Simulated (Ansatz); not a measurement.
**GaNi: properties at the relaxed cell**

The task here is to estimate one member of a computed series from the others.

Program: Ansatz 0.2.0. Level of theory: DFT PBEsol, scalar-relativistic, plane waves, PAW. These are calculated values, not measurements.

1 further run of the same task is left out (set aside as unsound or not needed).

**The starting structure**

The structure is cubic, space group Pm-3m (No. 221). Conventional cell: a = 2.873 Å, b = 2.873 Å, c = 2.873 Å, α = 90.00°, β = 90.00°, γ = 90.00°. Ga (site symmetry m-3m) has 8 Ni at 2.49 Å in its first shell of neighbours. Ni (site symmetry m-3m) has 8 Ga at 2.49 Å in its first shell of neighbours.

Structure file:

```cif
data_structure
_symmetry_space_group_name_H-M 'P 1'
_symmetry_Int_Tables_number 1
_cell_length_a 2.8728
_cell_length_b 2.8728
_cell_length_c 2.8728
_cell_angle_alpha 90.000
_cell_angle_beta 90.000
_cell_angle_gamma 90.000
_cell_volume 23.71
loop_
_atom_site_label
_atom_site_type_symbol
_atom_site_fract_x
_atom_site_fract_y
_atom_site_fract_z
_atom_site_occupancy
Ga1 Ga 0.00000 0.00000 0.00000 1
Ni1 Ni 0.50000 0.50000 0.50000 1
```

This cell was relaxed beforehand with the same method: volume 11.86 Å³/atom, gap on the mesh none (metal).

Set-up of the first run:

input.yaml

```yaml
crystal:
  lattice:
    - [2.8728434998, 0.0, 0.0]
    - [0.0, 2.8728434998, 0.0]
    - [0.0, 0.0, 2.8728434998]
  atoms:
    - { symbol: Ga, position: [0.0, 0.0, 0.0] }
    - { symbol: Ni, position: [0.5, 0.5, 0.5] }
basis:
  ecutwfc: 420
kpoints:
  mp_grid: { grid: [14, 14, 14] }
  band_path:
    path:
      - [[0.0, 0.0, 0.0], [0.0, 0.5, 0.0], [0.5, 0.5, 0.0], [0.0, 0.0, 0.0], [0.5, 0.5, 0.5], [0.0, 0.5, 0.0]]
      - [[0.5, 0.5, 0.5], [0.5, 0.5, 0.0]]
    npoints: 14
hamiltonian:
  xc: pbesol
scf:
  occupations: { method: gaussian, width: 0.1 }
  n_extra_bands: 6
output:
  forces: true
  stress: true
  eigenvalues: true
  populations: true
  dos: { projected: true, de: 0.02, nscf_kmesh: { grid: [21, 21, 21] } }
  bader: true
  write_density: true
  write_potential: true
  elf: true
  volumetric_format: npy
```

Launch:

```sh
$ ansatz run input.yaml --threads 1 --pin off --max-ram 2560MiB --backend cpu --events-out ev --progress --plain --runs-dir out
```

Among the steps run: Electronic structure at the relaxed geometry; Volume × 0.97; Point at V/V0 = 1.03; Volume × 0.94; Point at V/V0 = 1.06.

One of the session's tables, all rows but one given; the rest of the session is left out.

It belongs to the step «Energy against volume». 

```
volume (Å³/atom)  energy above the lowest point (meV/atom)  pressure (GPa)
          11.144                                      26.5           12.68
          11.499                                         ?               ?
          11.855                                       0.0            0.03
          12.211                                       5.5           -4.83
          12.566                                      21.0           -8.90
```

Q: Estimate the row for volume (Å³/atom) = 11.499 from the others.

Worked estimate for «energy above the lowest point (meV/atom)». A straight line through the neighbours (11.144, 26.5) and (11.855, 0.0) gives 26.5 + (0.0 − 26.5) × (11.499 − 11.144) / (11.855 − 11.144) = 13.3; a parabola fitted to 3 rows on both sides gives 7.0.

The run gave: energy above the lowest point (meV/atom): 6.2; pressure (GPa): 5.81. In «energy above the lowest point (meV/atom)» the line misses by +7.1 and the parabola by +0.8.

To keep in mind: Spin polarisation is off in the runs that give these values; a magnetic solution could lie lower.
